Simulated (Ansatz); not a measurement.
# W8AuC8: the cost of one run

Method: DFT PBEsol, plane waves, PAW, scalar-relativistic, no spin polarisation, in Ansatz 0.2.0.

### Step 1. The starting structure

The cell holds 17 atoms (C8AuW8): a = 5.788 Å, b = 5.660 Å, c = 16.177 Å, α = 90.00°, β = 90.00°, γ = 90.00°.

As a file:

```xyz
17
Lattice="5.7877 0.0000 0.0000 0.0000 5.6598 0.0000 0.0000 0.0000 16.1769" Properties=species:S:1:pos:R:3 pbc="T T T"
W     0.0000    0.0000    1.0000
C     0.0000    1.4149    2.6708
W     1.4469    0.0000    3.5061
C     1.4469    1.4149    5.1769
W     0.0000    2.8299    1.0000
C     0.0000    4.2448    2.6708
W     1.4469    2.8299    3.5061
C     1.4469    4.2448    5.1769
W     2.8939    0.0000    1.0000
C     2.8939    1.4149    2.6708
W     4.3408    0.0000    3.5061
C     4.3408    1.4149    5.1769
W     2.8939    2.8299    1.0000
C     2.8939    4.2448    2.6708
W     4.3408    2.8299    3.5061
C     4.3408    4.2448    5.1769
Au    0.0372    1.2552    6.8169
```

### Step 2. Relaxing end A

input.yaml reads:

```yaml
crystal:
  lattice:
    - [5.7877, 0.0, 0.0]
    - [0.0, 5.6598, 0.0]
    - [0.0, 0.0, 16.176913]
  atoms:
    - { symbol: W, position: [0.0, 0.0, 0.0618165] }
    - { symbol: C, position: [0.0, 0.25, 0.1650973] }
    - { symbol: W, position: [0.25, 0.0, 0.2167377] }
    - { symbol: C, position: [0.25, 0.25, 0.3200186] }
    - { symbol: W, position: [0.0, 0.5, 0.0618165] }
    - { symbol: C, position: [0.0, 0.75, 0.1650973] }
    - { symbol: W, position: [0.25, 0.5, 0.2167377] }
    - { symbol: C, position: [0.25, 0.75, 0.3200186] }
    - { symbol: W, position: [0.5, 0.0, 0.0618165] }
    - { symbol: C, position: [0.5, 0.25, 0.1650973] }
    - { symbol: W, position: [0.75, 0.0, 0.2167377] }
    - { symbol: C, position: [0.75, 0.25, 0.3200186] }
    - { symbol: W, position: [0.5, 0.5, 0.0618165] }
    - { symbol: C, position: [0.5, 0.75, 0.1650973] }
    - { symbol: W, position: [0.75, 0.5, 0.2167377] }
    - { symbol: C, position: [0.75, 0.75, 0.3200186] }
    - { symbol: Au, position: [0.0064251, 0.2217708, 0.4213976] }
basis:
  ecutwfc: 420.0
kpoints:
  mp_grid: { grid: [3, 3, 1] }
hamiltonian:
  xc: pbesol
scf:
  occupations: { method: gaussian, width: 0.1 }
  lower_state_search: "off"
relax:
  f_tol: 0.03
  max_steps: 60
  adjacent_minimum: "off"
  constraints: [{ sites: [0, 4, 8, 12] }]
output:
  write_density: true
  write_potential: true
  elf: true
  volumetric_format: npy
```

Command:

```bash
$ ansatz run input.yaml --threads 4 --pin off --max-ram 10240MiB --backend cpu --events-out ev --progress --plain --runs-dir out
```

What time and memory should one allow on 4 threads of Intel Xeon at 2.70GHz, shared host?

About 4.5 min, with a peak of 1.5 GiB.
